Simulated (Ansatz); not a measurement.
Runs of Ansatz 0.2.0 on NaCu. It takes space group P4/mmm (No. 123, tetragonal). Conventional cell: a = 2.942 Å, b = 2.942 Å, c = 4.041 Å, α = 90.00°, β = 90.00°, γ = 90.00°. Na (site symmetry 4/mmm) has 8 Cu at 2.90 Å and 4 Na at 2.94 Å as nearest neighbours. Cu (site symmetry 4/mmm) has 8 Na at 2.90 Å and 4 Cu at 2.94 Å as nearest neighbours. The cell was built by a generator and needn't be a form met in nature.

```tsv
task	level	cell	cutoff (eV)	points for each segment of the path	gap on the mesh (eV)	pressure (GPa)
band structure	revPBE	as given	420	14	none	(b)
band structure	BLYP	as given	420	14	none	4.7
band structure	PBEsol	as given	420	14	none	0.7
band structure	LDA	as given	420	14	none	(a)
band structure	PBE	as given	420	14	none	3.0
band structure	r2SCAN	as given	500	14	none	1.3
band structure	RPBE	as given	420	14	none	5.4
relaxation of cell and atoms	PBE	relaxed	420	-	none	0.0
```

Alike in all rows: potentials or basis Ansatz PAW; no spin polarisation; k mesh 9 × 9 × 7; smearing fermi-dirac 0.05 eV.

**Question.** Estimate the missing entries.

**Answer.** (a) -1.9; (b) 4.9.

Caveats: the PAW data sets come from PBE, with cores solved anew for the run's functional, which leaves a small shift of forces and pressure (some runs); the plane-wave basis is chosen anew once the cell has moved, so the energies of steps on either side of that aren't comparable (some runs).

A gap of «none» marks a metal or a gap under the smearing width.
